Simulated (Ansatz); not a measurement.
**HfB under changes of volume**

One of the cells (12.326 Å³/atom); the others are scaled copies at fixed shape and fractional positions:

```xyz
2
Lattice="0.0000 2.3100 2.3100 2.3100 0.0000 2.3100 2.3100 2.3100 0.0000" Properties=species:S:1:pos:R:3 pbc="T T T"
Hf    2.3100    2.3100    2.3100
B     0.0000    0.0000    0.0000
```

* Program: Ansatz 0.2.0
* Functional: HSE06
* Potentials or basis: Ansatz PAW
* Cutoff: 420 eV (not typed: the program's choice for these potentials)
* k mesh: 6 × 6 × 6
* Occupations: fermi-dirac, width 0.05 eV
* Spin: no spin polarisation

```tsv
volume (Å³/atom)	energy over the lowest point (meV/atom)	pressure (GPa)
11.587	?	?
11.833	212.45	42.1
12.080	152.82	35.7
12.326	102.54	29.9
12.573	60.80	24.6
12.819	26.84	19.7
13.066	0.00	15.2
```

**Question.** What does the run at 11.587 Å³/atom give?

**Answer.** Energy over the lowest point 282.40 meV/atom; pressure 49.1 GPa.

Worked out: A Birch-Murnaghan fit of order 3 (a polynomial in V^(-2/3)) to the other rows has no minimum within the range. It gives 282.01 meV/atom at 11.587 Å³/atom, against the run's 282.40, and -dE/dV = 48.8 GPa, against 49.1.

Energies are extrapolated to zero smearing.

Caveats: all runs use coarse meshes; the PAW data sets come from PBE, with cores solved anew for the run's functional, which leaves a small shift of forces and pressure; the thresholds are loose for stress.
